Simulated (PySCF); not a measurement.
# C3H7FO3Si: the cost of one run

Computed with PySCF 2.14.0, with density-fitted response routines of our own, on a single molecule in the gas phase. Atoms count from 0, in the outputs and in this text.

## Step 1: The molecule as given

15 atoms, charge 0, multiplicity 1; geometry from: GFN2-xTB.

Bonds of the start (Å): C0–O1 1.41, O1–Si2 1.61, Si2–F3 1.62, Si2–C4 1.91, C4–O5 1.21, Si2–O6 1.60, O6–C7 1.41, C0–H8 1.09, C0–H9 1.09, C0–H10 1.09, C4–H11 1.11, C7–H12 1.09, C7–H13 1.09, C7–H14 1.09.

## Step 2: Indirect couplings: B3LYP/pcJ-1

What the job is given:

```
{"job": {"kind": "j", "xc": "B3LYP", "basis": "pcJ-1"}, "charge": 0, "multiplicity": 1}
C      2.214001     0.002743     1.010343
O      0.820627    -0.110427     0.812620
Si    -0.055426     0.052762    -0.524285
F      0.405755    -1.108993    -1.557357
C      0.149882     1.727344    -1.421890
O      1.199565     2.320530    -1.444885
O     -1.619898    -0.056673    -0.217984
C     -2.373454    -1.076890     0.395414
H      2.742984    -0.758070     0.435284
H      2.401780    -0.139776     2.073907
H      2.560579     0.988764     0.700931
H     -0.728049     2.166160    -1.935905
H     -2.029627    -1.240025     1.416551
H     -2.279522    -2.006062    -0.167242
H     -3.413612    -0.753398     0.402584
```

Method: B3LYP/pcJ-1 indirect spin-spin coupling, non-relativistic, gas phase.

Command:

```sh
OMP_NUM_THREADS=1 python probes_run.py task.json out
```

The driver reads the jobs from task.json and runs them one after another.

Q: Estimate the wall time and peak memory of this job on 1 thread of Arm Neoverse N1, shared host.

About 3.1 min, with a peak of 1.2 GiB.
